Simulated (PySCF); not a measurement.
# C8H12BN: the cost of one run

Programs: PySCF 2.14.0, with routines of our own; each step states its level. All values are computed. Atoms count from 0.

### Step 1. The system as given

22 atoms, charge -1, multiplicity 2; geometry from: GFN2-xTB.

### Step 2. Open-shell or spin-flip excitations: unrestricted TDDFT CAM-B3LYP/def2-SVP in dimethylsulfoxide

What the job is given:

```
{"job": {"kind": "uabs", "xc": "CAM-B3LYP", "basis": "def2-SVP", "nstates": 10, "tda": false, "solvent": "dimethylsulfoxide", "pol": false}, "charge": -1, "multiplicity": 2}
B     -1.327516    -0.576566    -1.134095
C     -2.420175     0.449408    -0.515529
C     -1.932321     0.708485     0.917015
C     -1.089090    -0.502965     1.320005
C     -0.350451    -0.978787     0.056576
N      1.011503    -0.360913     0.002094
C      1.324642     0.947421    -0.235692
C      2.658829     1.051125    -0.564593
C      3.189889    -0.243317    -0.543359
C      2.151896    -1.088458    -0.197481
H     -1.061831    -0.660362    -2.288567
H     -2.535238     1.403823    -1.052264
H     -3.438068     0.023585    -0.474665
H     -1.306004     1.603718     0.938140
H     -2.752725     0.874846     1.630289
H     -0.402614    -0.265089     2.141869
H     -1.752325    -1.306302     1.658680
H     -0.105634    -2.048121     0.168048
H      0.580826     1.718105    -0.182994
H      3.185762     1.962678    -0.797117
H      4.203466    -0.534615    -0.766980
H      2.156769    -2.158314    -0.080230
```

Level: unrestricted TDDFT CAM-B3LYP/def2-SVP, vertical, IEF-PCM dimethylsulfoxide (non-equilibrium linear response), core orbitals frozen in the response.

Command:

```console
> OMP_NUM_THREADS=2 python excited_run.py task.json out
```

This one command runs all jobs of the session in turn.

**Question.** How long does this first job take on 2 threads of Arm Neoverse N1, shared host, and how much memory does it need?

About 3.1 min, with a peak of 1.2 GiB.
